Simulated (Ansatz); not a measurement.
# CH₆Ge (triplet): wB97M-V, B2PLYP, RPA-PBE over a scan of the distance Ge1–H5 along a hydrogen transfer, cc-pVDZ

The task here is to estimate one member of a computed series from the others.

Program: Ansatz 0.2.0, Gaussian basis. Level of theory: cc-pVDZ, all electrons in the functionals, frozen cores in the correlation of double hybrids and RPA. These are calculated values, not measurements.

The runs, in order: wB97M-V, B2PLYP, RPA-PBE, at 1.534 Å; 1.592 Å; 1.709 Å; 1.825 Å; 1.941 Å.

### The system

The geometry derives from fragments relaxed apart (PBE0/def2-TZVP) and kept rigid, so it is no stationary point. A hydrogen atom is moved between rigid fragments. No spin-orbit coupling is included. The filled d shell of Ge may be among the frozen orbitals whatever the setting's name suggests; the logs give the count.

8 atoms, charge 0, spin multiplicity 3.

Atoms are counted from 1 here; the program's logs count them from 0.

Bond lengths: Ge1–H2 1.534 Å, Ge1–H3 1.534 Å, Ge1–H4 1.534 Å, Ge1–H5 1.534 Å, C6–H7 1.079 Å, C6–H8 1.079 Å. Angles: H2–Ge1–H3 109.5°, H2–Ge1–H4 109.5°, H2–Ge1–H5 109.5°, H3–Ge1–H4 109.5°, H3–Ge1–H5 109.5°, H4–Ge1–H5 109.5°, H7–C6–H8 134.8°.

Coordinates:

```xyz
8
charge 0, multiplicity 3
Ge   -0.4780    0.0000    0.0000
H    -0.9894    1.4466    0.0000
H    -0.9894   -0.7233    1.2528
H    -0.9894   -0.7233   -1.2528
H     1.0564    0.0000    0.0000
C     2.5530    0.0000    0.0000
H     2.9675    0.0000    0.9962
H     2.9675    0.0000   -0.9962
```

No dispersion term is added; wB97M-V holds VV10 nonlocal correlation.

The geometry shown and the zero of energy belong to the point 1.534 Å. The yardstick, UCCSDT(Q), and other wave-function levels (R restricted, U unrestricted, valence and pair active spaces) come from earlier runs.

Set-up of the first run:

The input, in.yaml:

```yaml
crystal:
  periodic: [false, false, false]
  atoms:
    - {symbol: Ge, position_ang: [-0.477959, 0.000000, 0.000000]}
    - {symbol: H, position_ang: [-0.989409, 1.446599, 0.000001]}
    - {symbol: H, position_ang: [-0.989409, -0.723300, 1.252791]}
    - {symbol: H, position_ang: [-0.989409, -0.723299, -1.252792]}
    - {symbol: H, position_ang: [1.056391, 0.000000, 0.000000]}
    - {symbol: C, position_ang: [2.553041, 0.000000, 0.000000]}
    - {symbol: H, position_ang: [2.967509, 0.000000, 0.996161]}
    - {symbol: H, position_ang: [2.967509, 0.000000, -0.996161]}
basis:
  gaussian: {orbitals: cc-pVDZ}
magnetization: {spin_polarized: true, initial_magnetization: 2}
hamiltonian: {xc: {name: wB97M-V}}
output: {forces: true, orbitals: {seedname: orbitals}}
```

Command:

```
ansatz run in.yaml --threads 1 --pin off --events-out ev --progress --plain --max-ram 2816MiB --backend cpu
```

Steps of the session up to this table: wB97M-V, 1.534 Å; wB97M-V, 1.592 Å; wB97M-V, 1.709 Å; wB97M-V, 1.825 Å; wB97M-V, 1.941 Å; B2PLYP, 1.534 Å; B2PLYP, 1.592 Å; B2PLYP, 1.709 Å; B2PLYP, 1.825 Å; B2PLYP, 1.941 Å; RPA-PBE, 1.534 Å; RPA-PBE, 1.592 Å; RPA-PBE, 1.709 Å; RPA-PBE, 1.825 Å; RPA-PBE, 1.941 Å.

One of the session's tables, all rows but one given; the rest of the session is left out.

| level | 1.592 Å | 1.709 Å | 1.825 Å | 1.941 Å |
| --- | --- | --- | --- | --- |
| UCCSDT(Q) | -2.4 | -7.7 | -13.6 | -16.4 |
| wB97M-V | -2.7 | -8.6 | -14.7 | -17.6 |
| B2PLYP | ? | ? | ? | ? |
| RPA-PBE | -2.7 | -8.5 | -14.4 | -17.0 |

Q: Estimate the row for B2PLYP from the others.

The run gave: 1.592 Å: -2.6; 1.709 Å: -8.3; 1.825 Å: -14.1; 1.941 Å: -17.0. In the column «1.592 Å» it lies between RPA-PBE (-2.7) and UCCSDT(Q) (-2.4).

Caveats from the session: Energies in kcal/mol, counted from 1.534 Å; blanks weren't run or aren't comparable.
